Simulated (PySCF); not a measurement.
# H4NbS4 (Nb(SH)4): the cost of one run

Programs: PySCF 2.14.0, with routines of our own; each step states its level. All values are computed. Atoms count from 0.

## 1. The system as given

9 atoms, charge 0, states of the metal's open shell are computed; geometry from: GFN2-xTB, shaken.

## 2. Geometry optimisation at B3LYP-D3(BJ)/def2-SVP

The job: settings as JSON, then the geometry in Å.

```
{"job": {"xc": "B3LYP", "basis": "def2-SVP", "d3": "d3bj", "grid": 1, "maxiter": 40, "kind": "geom"}, "charge": 0, "metal": "Nb", "open_shell": "d1"}
Nb     0.014490    -0.001030    -0.001970
S      0.045200     0.002140     2.382280
H      0.040580     1.344470     2.596580
S      2.246020    -0.020110    -0.835540
H      2.449060    -1.358070    -0.902170
S     -1.097530     1.937850    -0.790850
H     -0.530060     2.083480    -1.988790
S     -1.167030    -1.965460    -0.750500
H     -2.040160    -2.073420     0.201340
```

Started as:

```
$ OMP_NUM_THREADS=1 python lf_run.py task.json out
```

This one command runs all jobs of the session in turn.

Q: Estimate the wall time and peak memory of this first job on 1 thread of Arm Neoverse V2, shared host.

About 2.2 min, with a peak of 0.51 GiB.
